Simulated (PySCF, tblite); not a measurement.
# CH8FN3Si: dynamics, then NMR shifts on frames, part 2 of 2

tblite 0.8.0 and PySCF 2.14.0. Atoms count from 0.

### 5 NMR shieldings: 625 fs, PBE0/pcSseg-1

What the job is given:

```
{"job": {"kind": "nmr", "xc": "PBE0", "basis": "pcSseg-1", "pop": false}, "charge": 0, "multiplicity": 1}
C      1.425300     0.427700    -0.640800
N      1.207700    -0.402300     0.605300
Si    -0.364500    -1.129200     0.623100
N     -1.668800    -0.203100     0.063400
N     -0.419600    -2.385900    -0.526400
F     -0.777800    -1.502400     2.196000
H      0.964900     1.481400    -0.652800
H      2.522600     0.456200    -0.803600
H      0.874300    -0.077200    -1.402200
H      1.403500     0.038600     1.477600
H     -1.378600     0.205700    -0.775000
H     -2.163900     0.483800     0.635300
H      0.470100    -2.919300    -0.654100
H     -1.086900    -3.165000    -0.430700
```

Level: GIAO PBE0/pcSseg-1 NMR shielding, non-relativistic, gas phase.

Log:

```text
coarse grid: 11944 points
cycle   1  E = -595.9982760584  dE =  4.949e-01  |g| = 7.865e-01  |ddm| = 3.248e+00
cycle   2  E = -595.9249972216  dE =  7.328e-02  |g| = 1.042e+00  |ddm| = 1.167e+00
cycle   3  E = -596.1156195694  dE = -1.906e-01  |g| = 5.899e-02  |ddm| = 6.677e-01
cycle   4  E = -596.1159920701  dE = -3.725e-04  |g| = 3.537e-02  |ddm| = 5.610e-02
cycle   5  E = -596.1162080511  dE = -2.160e-04  |g| = 5.846e-03  |ddm| = 2.445e-02
cycle   6  E = -596.1162139229  dE = -5.872e-06  |g| = 1.826e-03  |ddm| = 4.568e-03
final grid: 110696 points
cycle   7  E = -596.1476297507  dE = -2.331e-05  |g| = 8.970e-03  |ddm| = 1.949e-02
cycle   8  E = -596.1476171073  dE =  1.264e-05  |g| = 1.202e-02  |ddm| = 1.352e-02
cycle   9  E = -596.1476465504  dE = -2.944e-05  |g| = 8.273e-04  |ddm| = 7.763e-03
cycle  10  E = -596.1476466554  dE = -1.049e-07  |g| = 2.811e-04  |ddm| = 6.112e-04
cycle  11  E = -596.1476466673  dE = -1.197e-08  |g| = 4.993e-05  |ddm| = 1.772e-04
cycle  12  E = -596.1476466677  dE = -3.728e-10  |g| = 2.004e-05  |ddm| = 4.516e-05
converged SCF energy = -596.1476466677

GIAO shielding tensors (ppm)
atom      isotropic    diamagn.    paramagn.     s11        s22        s33       span
  0 C      148.543     247.836     -99.293    121.646    143.724    180.259     58.613
  1 N      236.373     325.466     -89.094    212.711    229.688    266.719     54.008
  2 Si     373.604     880.458    -506.854    342.383    368.102    410.325     67.942
  3 N      247.874     322.375     -74.501    213.560    245.015    285.046     71.486
  4 N      235.054     314.600     -79.546    206.965    237.008    261.189     54.224
  5 F      326.929     471.713    -144.784    289.672    298.793    392.321    102.650
  6 H       27.984      30.030      -2.045     23.864     25.760     34.329     10.465
  7 H       27.877      28.330      -0.453     22.350     25.896     35.386     13.036
  8 H       29.407      32.850      -3.443     25.079     29.233     33.907      8.828
  9 H       31.990      34.383      -2.393     24.031     29.476     42.464     18.432
 10 H       32.400      36.031      -3.631     24.994     30.345     41.863     16.869
 11 H       31.043      32.192      -1.148     24.436     25.458     43.236     18.800
 12 H       30.514      29.161       1.353     23.045     27.282     41.215     18.171
 13 H       30.205      27.572       2.633     23.387     25.886     41.342     17.955
```

It took 9.1 s on 1 thread of Intel Xeon 6975P-C, shared host; peak memory 0.74 GiB.

Key values: δ C0 38.4, N4 32.7, N1 31.4, N3 19.9, H7 3.84, H6 3.73 ppm.

### 6 NMR shieldings: 800 fs, PBE0/pcSseg-1

What the job is given:

```
{"job": {"kind": "nmr", "xc": "PBE0", "basis": "pcSseg-1", "pop": false}, "charge": 0, "multiplicity": 1}
C      2.153000    -0.312300    -0.556700
N      1.325400    -0.304700     0.643600
Si    -0.389300    -0.934300     0.737700
N     -1.611800     0.232000     0.631500
N     -0.538100    -2.187300    -0.368000
F     -0.935400    -1.577100     2.137600
H      2.242600     0.573300    -1.157200
H      3.185200    -0.609000    -0.217400
H      1.823200    -1.185900    -1.250400
H      1.595200     0.332600     1.335200
H     -2.169700     0.376300    -0.247200
H     -2.139300     0.362200     1.456400
H     -1.346900    -2.574700    -0.724900
H      0.302400    -2.704200    -0.667800
```

With the program's defaults for keys left out, this is: GIAO PBE0/pcSseg-1 NMR shielding, non-relativistic, gas phase.

Log:

```text
coarse grid: 11944 points
cycle   1  E = -595.9905171442  dE =  5.145e-01  |g| = 7.924e-01  |ddm| = 3.276e+00
cycle   2  E = -595.9241018062  dE =  6.642e-02  |g| = 1.034e+00  |ddm| = 1.131e+00
cycle   3  E = -596.1082805585  dE = -1.842e-01  |g| = 6.071e-02  |ddm| = 6.407e-01
cycle   4  E = -596.1086516693  dE = -3.711e-04  |g| = 3.656e-02  |ddm| = 5.318e-02
cycle   5  E = -596.1088756826  dE = -2.240e-04  |g| = 4.773e-03  |ddm| = 2.343e-02
cycle   6  E = -596.1088798733  dE = -4.191e-06  |g| = 1.201e-03  |ddm| = 3.946e-03
final grid: 110696 points
cycle   7  E = -596.1399460739  dE = -2.708e-05  |g| = 8.480e-03  |ddm| = 1.654e-02
cycle   8  E = -596.1399369284  dE =  9.145e-06  |g| = 1.088e-02  |ddm| = 1.202e-02
cycle   9  E = -596.1399610732  dE = -2.414e-05  |g| = 6.480e-04  |ddm| = 6.781e-03
cycle  10  E = -596.1399611277  dE = -5.446e-08  |g| = 2.662e-04  |ddm| = 4.855e-04
cycle  11  E = -596.1399611384  dE = -1.071e-08  |g| = 4.264e-05  |ddm| = 1.648e-04
cycle  12  E = -596.1399611386  dE = -2.603e-10  |g| = 1.508e-05  |ddm| = 3.959e-05
converged SCF energy = -596.1399611386

GIAO shielding tensors (ppm)
atom      isotropic    diamagn.    paramagn.     s11        s22        s33       span
  0 C      148.583     239.529     -90.946    126.788    138.107    180.854     54.066
  1 N      234.988     326.057     -91.069    201.419    217.903    285.641     84.222
  2 Si     388.654     878.568    -489.915    356.181    390.651    419.129     62.949
  3 N      238.846     319.100     -80.254    200.491    241.768    274.278     73.787
  4 N      246.643     319.559     -72.916    220.698    245.210    274.022     53.325
  5 F      299.341     470.715    -171.374    253.678    277.044    367.302    113.624
  6 H       29.070      29.464      -0.394     24.508     26.406     36.297     11.789
  7 H       27.700      25.882       1.818     21.947     25.713     35.439     13.492
  8 H       27.578      28.564      -0.986     22.558     28.223     31.953      9.395
  9 H       32.386      35.065      -2.680     23.441     30.177     43.539     20.098
 10 H       29.679      30.898      -1.219     23.136     25.892     40.008     16.872
 11 H       31.368      31.927      -0.558     24.019     27.946     42.140     18.121
 12 H       31.913      32.476      -0.563     25.033     26.934     43.771     18.738
 13 H       30.333      30.414      -0.081     22.559     28.064     40.376     17.817
```

It took 8.9 s on 1 thread of Intel Xeon 6975P-C, shared host; peak memory 0.74 GiB.

In short: δ C0 38.3, N1 32.7, N3 28.9, N4 21.1, H8 4.14, H7 4.02 ppm.

### 7 NMR shieldings: 1000 fs, PBE0/pcSseg-1

What the job is given:

```
{"job": {"kind": "nmr", "xc": "PBE0", "basis": "pcSseg-1", "pop": false}, "charge": 0, "multiplicity": 1}
C      2.044500     0.262200    -0.009200
N      1.110900    -0.292200     0.874200
Si    -0.421900    -1.049200     0.651300
N     -1.569400     0.256300     0.411200
N     -0.425700    -2.395800    -0.475200
F     -0.666100    -1.761700     2.055000
H      2.009800     1.336600     0.092000
H      3.072800    -0.033900     0.262800
H      1.860100     0.058300    -1.075800
H      1.155800     0.092100     1.804500
H     -1.277400     1.081800    -0.108600
H     -2.602400     0.094600     0.517700
H     -0.233500    -2.063500    -1.391600
H      0.305900    -3.097300    -0.249600
```

Level: GIAO PBE0/pcSseg-1 NMR shielding, non-relativistic, gas phase.

Log:

```text
coarse grid: 11944 points
cycle   1  E = -596.0095620396  dE =  5.542e-01  |g| = 7.721e-01  |ddm| = 3.287e+00
cycle   2  E = -595.9470362718  dE =  6.253e-02  |g| = 1.000e+00  |ddm| = 1.126e+00
cycle   3  E = -596.1230513570  dE = -1.760e-01  |g| = 4.607e-02  |ddm| = 6.349e-01
cycle   4  E = -596.1232863844  dE = -2.350e-04  |g| = 2.731e-02  |ddm| = 4.331e-02
cycle   5  E = -596.1234099471  dE = -1.236e-04  |g| = 6.247e-03  |ddm| = 1.980e-02
cycle   6  E = -596.1234168304  dE = -6.883e-06  |g| = 1.234e-03  |ddm| = 4.650e-03
final grid: 110696 points
cycle   7  E = -596.1540007374  dE = -2.667e-05  |g| = 8.988e-03  |ddm| = 1.653e-02
cycle   8  E = -596.1539888647  dE =  1.187e-05  |g| = 1.192e-02  |ddm| = 1.388e-02
cycle   9  E = -596.1540180686  dE = -2.920e-05  |g| = 6.453e-04  |ddm| = 7.621e-03
cycle  10  E = -596.1540181270  dE = -5.844e-08  |g| = 2.535e-04  |ddm| = 4.868e-04
cycle  11  E = -596.1540181367  dE = -9.753e-09  |g| = 5.130e-05  |ddm| = 1.596e-04
cycle  12  E = -596.1540181371  dE = -3.972e-10  |g| = 1.719e-05  |ddm| = 4.588e-05
converged SCF energy = -596.1540181371

GIAO shielding tensors (ppm)
atom      isotropic    diamagn.    paramagn.     s11        s22        s33       span
  0 C      158.873     243.023     -84.151    135.982    152.134    188.502     52.520
  1 N      236.050     326.794     -90.744    206.519    217.690    283.941     77.422
  2 Si     386.729     880.403    -493.674    365.483    384.386    410.317     44.834
  3 N      230.849     322.042     -91.194    201.236    217.803    273.508     72.272
  4 N      240.928     321.189     -80.261    210.525    236.743    275.517     64.992
  5 F      331.946     469.449    -137.502    300.401    311.350    384.088     83.687
  6 H       28.925      30.570      -1.645     22.801     27.352     36.621     13.821
  7 H       28.462      27.540       0.921     22.522     26.215     36.648     14.125
  8 H       29.140      30.628      -1.488     25.222     27.593     34.606      9.384
  9 H       31.702      34.199      -2.498     22.239     31.639     41.227     18.989
 10 H       30.092      33.807      -3.715     23.567     27.265     39.443     15.876
 11 H       29.238      28.819       0.419     22.333     24.733     40.650     18.317
 12 H       31.835      34.483      -2.648     25.326     28.135     42.044     16.719
 13 H       30.406      29.361       1.045     23.896     26.030     41.290     17.394
```

Run time: 9 s. Hardware: 1 thread of Intel Xeon 6975P-C, shared host; peak memory 0.74 GiB.

In short: δ C0 28.1, N3 36.9, N1 31.7, N4 26.8, H7 3.26, H6 2.79 ppm.

### 8 Run by run: NMR shifts

Shifts (ppm) of some atoms, chosen among heavy atoms and hydrogens apart, with basis size and wall time:

| frame | H12 | H10 | N1 | N3 | N4 | Si2 | F5 | functions | time |
| --- | --- | --- | --- | --- | --- | --- | --- | --- | --- |
| 250 fs | 1.82 | -0.16 | 30.2 | 29.3 | 25.7 | -48.5 | -149.1 | 149 | 9.1 s |
| 425 fs | 2.47 | 0.02 | 20.5 | 34.9 | 36.3 | -27.4 | -134.9 | 149 | 9.1 s |
| 625 fs | 1.20 | -0.68 | 31.4 | 19.9 | 32.7 | -24.4 | -156.0 | 149 | 9.1 s |
| 800 fs | -0.20 | 2.04 | 32.7 | 28.9 | 21.1 | -39.5 | -128.4 | 149 | 8.9 s |
| 1000 fs | -0.12 | 1.63 | 31.7 | 36.9 | 26.8 | -37.6 | -161.0 | 149 | 9 s |

### 9 Results

This closing draws on all 2 parts.

```
                                        quantity                                                 value
                                      thermostat                                                 400 K
                   mean temperature, second half                                                 383 K
         mean potential energy above the minimum                                               0.59 eV
  13C shifts against TMS (PBE0/pcSseg-1, 250 fs)                                              31.1 ppm
   1H shifts against TMS (PBE0/pcSseg-1, 250 fs)  3.50, 3.33, 2.62, 1.82, 1.82, 0.85, -0.10, -0.16 ppm
  15N shifts against NH3 (PBE0/pcSseg-1, 250 fs)                                  30.2, 29.3, 25.7 ppm
 29Si shifts against TMS (PBE0/pcSseg-1, 250 fs)                                             -48.5 ppm
19F shifts against CFCl3 (PBE0/pcSseg-1, 250 fs)                                            -149.1 ppm
                        range of the shift of F5                                  -161.0 to -128.4 ppm
```

What this shows: In the second half the potential energy averages 0.59 eV above the minimum; equipartition over 36 harmonic modes at 400 K would give 0.62 eV. With 14 atoms the temperature swings widely (230 to 570 K). Shifts at one fixed geometry are not the observed spectrum, which averages over the motion. In the first frame run (250 fs): Shielding is most anisotropic at F5 (span 112 ppm, paramagnetic term -152 ppm). In ppm, F5 moves most: its shift spreads over 32.6 ppm, from -161.0 (1000 fs) to -128.4 (800 fs).
